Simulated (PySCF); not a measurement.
# C4H10AsB: geometry, NMR shifts, spin-spin couplings, electronic excitations and core binding energies

Aim: predict the NMR shifts, spin-spin couplings, electronic excitations and core binding energies of C4H10AsB (`C=CC[AsH]BC`).

Programs: PySCF 2.14.0, with density-fitted response routines of our own. Each step states its level of theory. These are calculated values for one molecule in the gas phase, unless marked as measured. Atoms are numbered from 0 throughout.

**1. The starting structure**

16 atoms, charge 0, multiplicity 1; geometry from: GFN2-xTB. The atoms were then displaced at random by about 0.03 Å, so the start is not that level's minimum.

Bonds of the start (Å): C0–C1 1.26, C1–C2 1.45, C2–As3 2.12, As3–B4 1.92, B4–C5 1.61, C0–H6 1.11, C0–H7 1.06, C1–H8 1.14, C2–H9 1.15, C2–H10 1.05, As3–H11 1.51, B4–H12 1.10, C5–H13 1.05, C5–H14 1.07, C5–H15 1.12.

**2. Relaxing the molecule at PBE0-D3(BJ)/def2-SVP**

The job: settings as JSON, then the geometry in Å.

```
{"job": {"xc": "PBE0", "basis": "def2-SVP", "d3": "d3bj", "grid": 1, "shake": 0.03, "kind": "geom"}, "charge": 0, "multiplicity": 1}
C     -2.991920    -0.539380    -0.561800
C     -2.145950    -0.380330     0.359890
C     -0.816120     0.139010     0.123140
As     0.716820    -1.305580     0.393610
B      2.158590    -0.391100    -0.475360
C      2.495440     1.143020    -0.130930
H     -2.835360    -0.151270    -1.587120
H     -3.989300    -0.837570    -0.386650
H     -2.353510    -0.675910     1.435920
H     -0.528480     0.902430     0.926840
H     -0.680540     0.574240    -0.819700
H      0.260450    -2.078260    -0.817470
H      2.846070    -0.946400    -1.128660
H      2.953300     1.656390    -0.921100
H      1.644090     1.701410     0.193910
H      3.216890     1.173260     0.729560
```

On the command line:

```sh
OMP_NUM_THREADS=1 python probes_run.py task.json out
```

One launch serves the whole session: the jobs run in the order shown.

What it wrote:

```text
step   0  E = -2418.19825983  max force = 0.095457
step   1  E = -2418.22480752  max force = 0.027853
step   2  E = -2418.22678585  max force = 0.035825
step   3  E = -2418.23069857  max force = 0.015221
step   4  E = -2418.23142942  max force = 0.002241
step   5  E = -2418.23153110  max force = 0.001513
step   6  E = -2418.23159727  max force = 0.001391
step   7  E = -2418.23163135  max force = 0.000666
step   8  E = -2418.23164899  max force = 0.000537
step   9  E = -2418.23167617  max force = 0.000674
step  10  E = -2418.23170607  max force = 0.000884
step  11  E = -2418.23174535  max force = 0.000841
step  12  E = -2418.23178377  max force = 0.000503
step  13  E = -2418.23181782  max force = 0.000413
step  14  E = -2418.23185070  max force = 0.000721
step  15  E = -2418.23187171  max force = 0.001122
step  16  E = -2418.23188137  max force = 0.000661
step  17  E = -2418.23189172  max force = 0.000209
optimisation converged
```

It took 3.5 min on 1 thread of Arm Neoverse V1, shared host; peak memory 0.57 GiB.

Along the way:

```tsv
step	energy from step 0 (eV)	largest force component (eV/Å)
0	0.0000	4.9086
1	-0.7224	1.4323
2	-0.7762	1.8422
3	-0.8827	0.7827
4	-0.9026	0.1152
5	-0.9054	0.0778
6	-0.9072	0.0715
7	-0.9081	0.0342
8	-0.9086	0.0276
9	-0.9093	0.0347
10	-0.9101	0.0455
11	-0.9112	0.0432
12	-0.9122	0.0259
13	-0.9132	0.0212
14	-0.9141	0.0371
15	-0.9146	0.0577
16	-0.9149	0.0340
17	-0.9152	0.0107
```

Distances of close pairs at the start and the end, largest changes first:

```tsv
bond	before (Å)	after (Å)	change (Å)
C2–As3	2.124	1.992	-0.131
B4–H12	1.099	1.212	+0.113
As3–B4	1.916	1.997	+0.081
C0–C1	1.261	1.335	+0.074
C5–H13	1.048	1.106	+0.059
C2–H10	1.047	1.099	+0.052
B4–C5	1.608	1.561	-0.047
C2–H9	1.145	1.102	-0.043
```

The end geometry stands in the next job.

```tsv
at the end point	value
point group (found at 0.08 Å tolerance)	C1
rotational constants (GHz, main isotopes)	4.412, 1.186, 1.003
dipole moment (D)	1.33
```

**3. NMR shieldings: PBE0/pcSseg-1**

The job: settings as JSON, then the geometry in Å.

```
{"job": {"kind": "nmr", "xc": "PBE0", "basis": "pcSseg-1"}, "charge": 0, "multiplicity": 1}
C     -3.146013    -0.476342    -0.536890
C     -2.173792    -0.386753     0.373819
C     -0.815555     0.164608     0.118512
As     0.566445    -1.264898     0.247209
B      2.227497    -0.354911    -0.384370
C      2.602445     1.123571    -0.052392
H     -3.002886    -0.120253    -1.562508
H     -4.119458    -0.907581    -0.290548
H     -2.357709    -0.766668     1.387012
H     -0.534897     0.897821     0.891981
H     -0.760203     0.659807    -0.860930
H      0.220786    -2.037034    -1.012617
H      3.028883    -1.058049    -0.961525
H      2.764690     1.649073    -1.012451
H      1.869133     1.696745     0.532231
H      3.581106     1.164823     0.457547
```

Method: GIAO PBE0/pcSseg-1 NMR shielding, non-relativistic, gas phase.

What it wrote:

```text
coarse grid: 57952 points
cycle   1  E = -2418.3110604695  dE = -5.188e-01  |g| = 7.682e-01  |ddm| = 3.515e+00
cycle   2  E = -2418.3060590006  dE =  5.001e-03  |g| = 6.342e-01  |ddm| = 7.368e-01
cycle   3  E = -2418.3635400453  dE = -5.748e-02  |g| = 1.160e-01  |ddm| = 5.094e-01
cycle   4  E = -2418.3666069325  dE = -3.067e-03  |g| = 2.744e-02  |ddm| = 1.588e-01
cycle   5  E = -2418.3668420516  dE = -2.351e-04  |g| = 7.095e-03  |ddm| = 3.942e-02
cycle   6  E = -2418.3668537667  dE = -1.172e-05  |g| = 2.065e-03  |ddm| = 7.113e-03
cycle   7  E = -2418.3668546081  dE = -8.414e-07  |g| = 1.054e-03  |ddm| = 2.361e-03
final grid: 122840 points
cycle   8  E = -2418.3668027293  dE =  4.838e-07  |g| = 1.791e-03  |ddm| = 2.954e-03
cycle   9  E = -2418.3668008552  dE =  1.874e-06  |g| = 3.202e-03  |ddm| = 3.944e-03
cycle  10  E = -2418.3668035712  dE = -2.716e-06  |g| = 1.491e-04  |ddm| = 2.557e-03
cycle  11  E = -2418.3668035767  dE = -5.507e-09  |g| = 1.086e-05  |ddm| = 1.298e-04
cycle  12  E = -2418.3668035767  dE = -3.638e-12  |g| = 3.043e-06  |ddm| = 1.536e-05
converged SCF energy = -2418.3668035767

GIAO shielding tensors (ppm)
atom      isotropic    diamagn.    paramagn.     s11        s22        s33       span
  0 C       62.524     253.313    -190.789    -51.104     85.352    153.325    204.429
  1 C       38.219     255.064    -216.844    -85.988     45.793    154.853    240.841
  2 C      157.936     249.938     -92.002    138.520    153.663    181.624     43.103
  3 As    1496.030    2878.450   -1382.420   1350.797   1409.800   1727.494    376.697
  4 B       -2.065     191.341    -193.406   -112.247    -18.051    124.103    236.350
  5 C      167.965     251.575     -83.610    139.114    172.442    192.338     53.224
  6 H       25.988      31.077      -5.088     22.217     25.210     30.538      8.321
  7 H       26.085      27.172      -1.087     22.946     24.928     30.382      7.436
  8 H       25.069      30.017      -4.949     22.555     24.183     28.467      5.912
  9 H       28.858      32.502      -3.644     23.635     28.181     34.757     11.122
 10 H       28.382      33.844      -5.462     23.292     27.778     34.075     10.784
 11 H       27.528      30.811      -3.283     20.575     24.490     37.519     16.944
 12 H       22.107      28.833      -6.726     14.153     25.300     26.869     12.716
 13 H       30.105      28.546       1.559     26.051     28.047     36.217     10.166
 14 H       29.376      32.832      -3.455     25.152     30.602     32.375      7.223
 15 H       29.760      26.878       2.882     25.943     27.065     36.272     10.329
```

It took 33 s on 1 thread of Arm Neoverse V1, shared host; peak memory 0.86 GiB.

The references, computed at this level on geometries of the same kind, shield at (ppm): 1H TMS 31.27, 13C TMS 184.4, 11B BF3·OEt2 100.7, 75As AsH3 1910. Their shielding less the atom's gives the shift. The references are single molecules in the gas phase. Shifts against hydride references such as AlH4− lie on their own scale. Atoms listed in one row are averaged.

```tsv
atoms	environment	σ (ppm)	δ (ppm)
C1	alkene CH	38.2	146.2
C0	terminal =CH2 carbon	62.5	121.9
C2	allylic sp3 CH2 bonded to As	157.9	26.5
C5	methyl carbon bonded to B	168.0	16.4
H12	hydrogen on a boron bonded to C, As	22.11	9.16
H8	hydrogen on an alkene CH	25.07	6.20
H6	hydrogen on a terminal =CH2 carbon	25.99	5.28
H7	hydrogen on a terminal =CH2 carbon	26.09	5.18
H11	hydrogen on an arsenic bonded to C, B	27.53	3.74
H9, H10	hydrogen on an allylic sp3 CH2 bonded to As	28.62	2.65
H13, H14, H15	hydrogen on a methyl carbon bonded to B	29.75	1.52
As3	arsenic bonded to C, B, H	1496	414
B4	boron bonded to C, As, H	-2.1	102.8
```

The run also stored atomic charges by several schemes (e):

```tsv
atoms	Mulliken	IAO	Hirshfeld	ESP fit
C0	-0.17	-0.32	-0.11	-0.47
C1	-0.20	-0.13	-0.05	-0.16
C2	-0.35	-0.42	-0.11	0.01
As3	-0.13	0.26	0.09	-0.30
B4	0.20	-0.04	0.10	0.40
C5	-0.53	-0.56	-0.19	-0.47
```

Mayer bond orders: C0–C1 1.97, C1–C2 1.03, C2–As3 0.96, As3–B4 1.12, B4–C5 1.05.

Orbitals, density, ELF and potential are computed afterwards from the orbital file.

Frontier orbitals at PBE0/pcSseg-1, with the share of their density that lies nearest to each atom:

```tsv
orbital	energy (eV)	lies on
HOMO	-6.81	As3 59 %; B4 15 %; H11 8 %
LUMO	-1.41	B4 52 %; H12 12 %; As3 11 %
```

ELF in a plane through or near 9 of the atoms.

Ten even steps from ' ' (0.00) to '@' (1.00):
```
                                                        
                                                        
                                                        
                                                        
                ..--..                                  
                **@@@@..  ::**==      ....              
          ::::::@@@@@@++  %%@@%%..  ==++++--            
        --%%%%++%%@@@@++  %%@@%%----**##++--..          
        %%@@@@@@..**++    ==**::####++%%**++%%%%..      
        ##@@@@%%::##==..  --==++%%##::%%++%%@@@@**      
        ..======%%%%++##++++%%##****##%%**@@@@@@##      
              ::====..@@==::++++..--%%%%++##@@@@--      
            --%%@@++==%%--::==--    ==**==::::..        
            %%@@@@@@++====**@@%%..  ..==::..            
            @@@@@@@@::  ++@@@@@@**                      
            ++@@@@%%    ==@@@@@@**                      
              ..::      ..++%%##..                      
                            ..                          
                                                        
                                                        
```
The map spans 13.6 Å across and 9.6 Å up, centred on the molecule. Atoms in the plane (x, y in Å): C1 (2.2, 0.3), C2 (0.8, 0.4), B4 (-2.1, -0.8), C5 (-2.8, 0.6), H7 (4.2, -0.1), H11 (0.2, -2.2), H12 (-2.7, -1.8), H14 (-2.2, 1.4), H15 (-3.7, 0.6).

log10 of the density (e/Å³) in the same plane.

Ten even steps from ' ' (-4.0) to '@' (1.3):
```
                                                        
                                                        
                                                        
              ........      ....                        
          ..::::------::::::----::::::::....            
        ..::----==++==------====----------::..          
      ..--====++**##**++==++****++==========--::..      
      ::--++****####**++==**####********++====--::      
      ::==**####%%##**++++**##%%########****++==--..    
      ::==++####%%##**++++**##@@####%%%%####**++--::    
      ..--==++**######******################**++--::    
      ..::--==++##@@########****++**********++++--..    
        ::--==**##############**++==++++++====--::      
        ..--==**####******####**========----::::..      
        ..::==++****++++++**##**==--::::::::..          
        ..::--==++======++++**++==--....                
          ..::::----::::--======--::                    
            ............::::--::....                    
                          ....                          
                                                        
```
The map spans 13.6 Å across and 9.6 Å up, centred on the molecule. Atoms in the plane (x, y in Å): C1 (2.2, 0.3), C2 (0.8, 0.4), B4 (-2.1, -0.8), C5 (-2.8, 0.6), H7 (4.2, -0.1), H11 (0.2, -2.2), H12 (-2.7, -1.8), H14 (-2.2, 1.4), H15 (-3.7, 0.6).

On the surface of density 0.002 e/bohr³ the electrostatic potential runs, from the 1st to the 99th percentile, from -0.75 V near As3 to 0.90 V near B4.

**4. Indirect couplings: B3LYP/pcSseg-1+pcJ-1**

Settings changed since step 3:

```diff
@@ -1,2 +1,2 @@
-{"job": {"kind": "nmr", "xc": "PBE0", "basis": "pcSseg-1"}, "charge": 0, "multiplicity": 1}
+{"job": {"kind": "j", "xc": "B3LYP", "basis": "pcJ-1"}, "charge": 0, "multiplicity": 1}
 C     -3.146013    -0.476342    -0.536890
```

Method: B3LYP/pcJ-1 As:pcSseg-1 indirect spin-spin coupling, non-relativistic, gas phase.

What it wrote:

```text
coarse grid: 57952 points
cycle   1  E = -2418.8975932119  dE = -5.698e-01  |g| = 8.481e-01  |ddm| = 3.243e+00
cycle   2  E = -2418.8722794820  dE =  2.531e-02  |g| = 7.754e-01  |ddm| = 8.778e-01
cycle   3  E = -2418.9660846975  dE = -9.381e-02  |g| = 1.423e-01  |ddm| = 6.294e-01
cycle   4  E = -2418.9709947506  dE = -4.910e-03  |g| = 3.677e-02  |ddm| = 1.960e-01
cycle   5  E = -2418.9714090612  dE = -4.143e-04  |g| = 9.345e-03  |ddm| = 4.963e-02
cycle   6  E = -2418.9714291630  dE = -2.010e-05  |g| = 1.389e-03  |ddm| = 7.957e-03
cycle   7  E = -2418.9714296101  dE = -4.471e-07  |g| = 4.070e-04  |ddm| = 1.756e-03
final grid: 122840 points
cycle   8  E = -2418.9713435646  dE = -7.477e-08  |g| = 4.926e-04  |ddm| = 2.483e-03
cycle   9  E = -2418.9713435039  dE =  6.069e-08  |g| = 7.049e-04  |ddm| = 1.019e-03
cycle  10  E = -2418.9713436268  dE = -1.230e-07  |g| = 9.126e-05  |ddm| = 5.577e-04
cycle  11  E = -2418.9713436291  dE = -2.263e-09  |g| = 2.176e-05  |ddm| = 1.021e-04
cycle  12  E = -2418.9713436292  dE = -1.173e-10  |g| = 4.986e-06  |ddm| = 2.243e-05
converged SCF energy = -2418.9713436292

Indirect spin-spin couplings (Hz)
  i      j    bonds     total        FC       PSO       DSO        SD
  0 C    1 C    1     76.963    86.684    -9.882     0.161         -
  0 C    2 C    2      0.684     0.913    -0.221    -0.008         -
  0 C    4 B    4      0.256     0.348     0.039    -0.084    -0.048
  0 C    6 H    1    164.173   163.026     0.547     0.600         -
  0 C    7 H    1    169.628   168.522     0.554     0.552         -
  0 C    8 H    2      1.304     2.926    -1.169    -0.452         -
  0 C    9 H    3      8.482     8.535     0.303    -0.356         -
  0 C   10 H    3      7.190     7.451    -0.350     0.089         -
  0 C   11 H    4     -0.167    -0.256    -0.026     0.115         -
  0 C   12 H    5      0.474     0.569     0.119    -0.213         -
  1 C    2 C    1     46.549    48.143    -1.870     0.276         -
  1 C    4 B    3      4.313     4.317     0.082    -0.123     0.037
  1 C    5 C    4     -0.211    -0.190     0.018    -0.039         -
  1 C    6 H    2     -1.585     0.227    -1.387    -0.425         -
  1 C    7 H    2     -0.135     1.584    -1.263    -0.456         -
  1 C    8 H    1    161.490   160.304     0.266     0.920         -
  1 C    9 H    2     -7.452    -7.458    -0.017     0.022         -
  1 C   10 H    2     -3.022    -2.783    -0.224    -0.014         -
  1 C   11 H    3      0.114     0.066    -0.009     0.056         -
  1 C   12 H    4      0.587     0.745     0.173    -0.331         -
  1 C   15 H    5     -0.181    -0.116     0.153    -0.218         -
  2 C    4 B    2     -0.338    -0.015    -0.199    -0.035    -0.089
  2 C    5 C    3      1.588     1.636    -0.079     0.031         -
  2 C    6 H    3      8.960     8.961    -0.134     0.133         -
  2 C    7 H    3     14.334    14.322     0.386    -0.374         -
  2 C    8 H    2      6.691     6.723     0.007    -0.039         -
  2 C    9 H    1    141.833   139.645     0.973     1.216         -
  2 C   10 H    1    145.165   143.157     0.799     1.209         -
  2 C   11 H    2      1.815     1.860     0.165    -0.210         -
  2 C   12 H    3      4.051     4.320     0.123    -0.392         -
  2 C   13 H    4      0.333     0.294     0.025     0.013         -
  2 C   14 H    4      0.306     0.134    -0.204     0.376         -
  2 C   15 H    4      1.712     1.734     0.160    -0.182         -
  4 B    5 C    1     51.973    54.025    -2.500     0.229     0.220
  4 B    6 H    5     -0.299    -0.217     0.068    -0.173     0.022
  4 B    7 H    5     -0.222    -0.093     0.200    -0.349     0.020
  4 B    8 H    4     -0.370    -0.048     0.194    -0.529     0.014
  4 B    9 H    3     -0.249     0.089    -0.289    -0.013    -0.037
  4 B   10 H    3      2.324     2.326    -0.147     0.160    -0.015
  4 B   11 H    2     -1.015    -0.250    -0.448    -0.331     0.014
  4 B   12 H    1    140.598   140.990    -1.779     1.001     0.385
  4 B   13 H    2     -4.489    -4.726     0.050    -0.030     0.217
  4 B   14 H    2     -5.762    -5.410    -0.266    -0.137     0.050
  4 B   15 H    2     -5.053    -5.083    -0.005    -0.095     0.130
  5 C    9 H    4      0.211     0.156    -0.176     0.232         -
  5 C   11 H    3      3.897     4.213     0.121    -0.438         -
  5 C   12 H    2      4.216     4.480    -0.172    -0.092         -
  5 C   13 H    1    118.184   115.747     1.862     0.574         -
  5 C   14 H    1    134.804   132.697     1.487     0.620         -
  5 C   15 H    1    123.891   121.591     1.739     0.561         -
  6 H    7 H    2      2.077     1.728     3.706    -3.357         -
  6 H    8 H    3     17.984    18.315     2.703    -3.034         -
  6 H    9 H    4     -2.558    -2.633     1.156    -1.081         -
  6 H   10 H    4     -0.196    -0.541    -1.458     1.804         -
  6 H   11 H    5      0.568     0.086    -0.314     0.795         -
  6 H   12 H    6     -0.506    -0.266     0.275    -0.515         -
  7 H    8 H    3     11.300    11.554     0.162    -0.416         -
  7 H    9 H    4     -1.907    -1.943     1.487    -1.452         -
  7 H   10 H    4     -0.275    -0.293     1.455    -1.436         -
  7 H   11 H    5      0.260     0.059     0.452    -0.251         -
  7 H   12 H    6     -0.466    -0.181     0.562    -0.847         -
  7 H   13 H    7     -0.180    -0.062     0.496    -0.614         -
  7 H   14 H    7     -0.166    -0.057     0.456    -0.565         -
  8 H    9 H    3      5.774     5.342     0.334     0.098         -
  8 H   10 H    3     13.984    13.815     2.646    -2.477         -
  8 H   11 H    4     -0.545    -0.096     0.566    -1.015         -
  8 H   12 H    5     -0.516     0.131     0.697    -1.343         -
  8 H   13 H    6     -0.174     0.036     0.640    -0.850         -
  8 H   15 H    6     -0.176     0.052     0.539    -0.768         -
  9 H   10 H    2    -11.840   -12.922     2.302    -1.220         -
  9 H   11 H    3     11.125    13.045     1.693    -3.613         -
  9 H   12 H    4     -1.307    -0.727     0.781    -1.362         -
  9 H   14 H    5      0.466    -0.200    -2.083     2.749         -
 10 H   11 H    3      3.576     3.393    -0.225     0.408         -
 10 H   12 H    4     -0.810    -0.543     0.395    -0.662         -
 10 H   14 H    5      0.359     0.027    -0.796     1.128         -
 10 H   15 H    5      0.198     0.223     0.755    -0.779         -
 11 H   12 H    3      1.982     1.788    -0.192     0.386         -
 11 H   13 H    4      6.648     7.091     0.490    -0.934         -
 11 H   14 H    4     -1.376    -0.017     0.783    -2.142         -
 11 H   15 H    4     -0.885    -0.030     0.951    -1.806         -
 12 H   13 H    3      1.756     1.536     0.519    -0.299         -
 12 H   14 H    3     14.820    14.827     1.879    -1.886         -
 12 H   15 H    3      3.574     3.371     0.397    -0.194         -
 13 H   14 H    2    -13.919   -14.321     2.788    -2.387         -
 13 H   15 H    2    -21.230   -21.559     2.601    -2.272         -
 14 H   15 H    2    -11.425   -11.814     2.892    -2.503         -
```

Wall time 1.9 min (1 thread of Arm Neoverse V1, shared host); peak memory 1.1 GiB.

Couplings of 1 Hz or more, nine at most for each number of bonds, with means over like pairs (isotopes 11B, 13C, 1H):

```tsv
pair	bonds	J (Hz)	Fermi contact (Hz)	dihedral (°)
C0–H7	1	169.6	168.5	–
C0–H6	1	164.2	163.0	–
C1–H8	1	161.5	160.3	–
C2–H9	1	143.5	141.4	–
B4–H12	1	140.6	141.0	–
C5–H13	1	125.6	123.3	–
C0–C1	1	77.0	86.7	–
B4–C5	1	52.0	54.0	–
C1–C2	1	46.5	48.1	–
H13–H14	2	-15.5	-15.9	–
H9–H10	2	-11.8	-12.9	–
C2–H8	2	6.7	6.7	–
C1–H9	2	-5.2	-5.1	–
B4–H13	2	-5.1	-5.1	–
C5–H12	2	4.2	4.5	–
H6–H7	2	2.1	1.7	–
C2–H11	2	1.8	1.9	–
C1–H6	2	-1.6	0.2	–
H6–H8	3	18.0	18.3	-179
C2–H7	3	14.3	14.3	179
H7–H8	3	11.3	11.6	1
H8–H9	3	9.9	9.6	–
C2–H6	3	9.0	9.0	-1
C0–H9	3	7.8	8.0	–
H9–H11	3	7.4	8.2	–
H12–H13	3	6.7	6.6	–
C1–B4	3	4.3	4.3	172
H11–H13	4	1.5	2.3	–
H6–H9	4	-1.4	-1.6	–
H7–H9	4	-1.1	-1.1	–
H9–H12	4	-1.1	-0.6	–
```

The spin-dipole term was solved for some atoms only; pairs without it lack that part.

The response was solved for the nuclei of B, C, H alone, so couplings that need other nuclei can be missing.

Quadrupole couplings from the field gradients of the same density:

```tsv
atom	isotope	eQq/h (MHz)	η
As3	75As	-193.1	0.63
B4	11B	5.097	0.19
```

Joined with the shifts from before (PBE0/pcSseg-1, unscaled), the couplings predict the line list below for 300 MHz. Couplings to quadrupolar nuclei are left out.

1H NMR δ 9.16 (br, 1H), 6.20 (ddt, J = 18.0, 11.3, 9.9 Hz, 1H), 5.28 (dq, J = 18.0, 1.6 Hz, 1H), 5.18 (ddt, J = 11.3, 2.1, 1.1 Hz, 1H), 3.74 (m, 1H), 2.65 (ddt, J = 9.9, 7.4, 1.2 Hz, 2H), 1.52 (m, 3H). The letters are first-order; like nuclei with unlike couplings give more lines.

(Part 1 of 2 ends here.)
